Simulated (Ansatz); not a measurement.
# C3H8Ge (GeH2Me(vinyl)): the cost of one run

Program: Ansatz 0.2.0, Gaussian basis. Level of theory: the settings change from run to run. These are calculated values, not measurements.

### 1 The molecule

The geometry comes from an earlier relaxation with r2SCAN-D4/def2-SVP; it is a stationary point, not always the lowest conformer.

12 atoms, charge 0, spin multiplicity 1.

Atoms are counted from 1 here; the program's logs count them from 0.

Bond lengths: Ge1–H2 1.540 Å, Ge1–H3 1.542 Å, Ge1–C4 1.955 Å, Ge1–C8 1.942 Å, C4–H5 1.100 Å, C4–H6 1.100 Å, C4–H7 1.101 Å, C8–C9 1.340 Å, C8–H10 1.100 Å, C9–H11 1.097 Å, C9–H12 1.097 Å. Angles: H2–Ge1–H3 109.1°, H2–Ge1–C4 110.6°, H2–Ge1–C8 107.9°, H3–Ge1–C4 109.0°, H3–Ge1–C8 109.9°, C4–Ge1–C8 110.3°, Ge1–C4–H5 110.7°, Ge1–C4–H6 110.3°, Ge1–C4–H7 110.3°, H5–C4–H6 108.7°, H5–C4–H7 108.3°, H6–C4–H7 108.4°, Ge1–C8–C9 123.7°, Ge1–C8–H10 117.9°, C9–C8–H10 118.4°, C8–C9–H11 121.9°, C8–C9–H12 122.1°, H11–C9–H12 116.0°.

Coordinates:

```mol
C3H8Ge
  3D, bonds by distance, orders not assigned

 12 11  0  0  0  0  0  0  0  0999 V2000
    0.7882    0.3190    0.3191 Ge  0  0
    0.6594    0.2986    1.8541 H   0  0
    2.2799    0.2471   -0.0638 H   0  0
    0.0201    1.9607   -0.4144 C   0  0
    0.5557    2.8444   -0.0364 H   0  0
   -1.0404    2.0447   -0.1342 H   0  0
    0.0901    1.9575   -1.5127 H   0  0
   -0.1494   -1.2322   -0.3781 C   0  0
   -0.8277   -2.0972    0.3883 C   0  0
   -0.1334   -1.3985   -1.4653 H   0  0
   -0.8794   -1.9875    1.4787 H   0  0
   -1.3629   -2.9566   -0.0354 H   0  0
  1  2  8  0
  1  3  8  0
  1  4  8  0
  1  8  8  0
  4  5  8  0
  4  6  8  0
  4  7  8  0
  8  9  8  0
  8 10  8  0
  9 11  8  0
  9 12  8  0
M  END
```

### 2 r2SCAN50/aug-cc-pVDZ

This run has coordinates scaled by 0.92, finite nuclei, D3(BJ) with three-body dispersion.

Contents of in.yaml:

```yaml
crystal:
  periodic: [false, false, false]
  atoms:
    - {symbol: Ge, position_ang: [0.725109, 0.293497, 0.293596]}
    - {symbol: H, position_ang: [0.606665, 0.274699, 1.705748]}
    - {symbol: H, position_ang: [2.097527, 0.227336, -0.058654]}
    - {symbol: C, position_ang: [0.018480, 1.803887, -0.381213]}
    - {symbol: H, position_ang: [0.511241, 2.616814, -0.033477]}
    - {symbol: H, position_ang: [-0.957211, 1.881130, -0.123449]}
    - {symbol: H, position_ang: [0.082858, 1.800887, -1.391701]}
    - {symbol: C, position_ang: [-0.137422, -1.133660, -0.347862]}
    - {symbol: C, position_ang: [-0.761529, -1.929402, 0.357225]}
    - {symbol: H, position_ang: [-0.122731, -1.286632, -1.348043]}
    - {symbol: H, position_ang: [-0.809094, -1.828521, 1.360408]}
    - {symbol: H, position_ang: [-1.253902, -2.720034, -0.032588]}
basis:
  gaussian: {orbitals: aug-cc-pVDZ, nuclear_model: gaussian}
hamiltonian: {xc: {name: r2SCAN50}, dispersion: d3bjatm}
scf: {omitted_lower_state_checks: [starts]}
output: {forces: true}
```

The run is started by

```
$ ansatz run in.yaml --threads 4 --pin off --events-out ev --progress --plain --max-ram 3916MiB
```

Q: Estimate wall time and peak memory on 4 threads of Intel Xeon at 2.50GHz, shared host.

About 17 s, with a peak of 0.58 GiB.
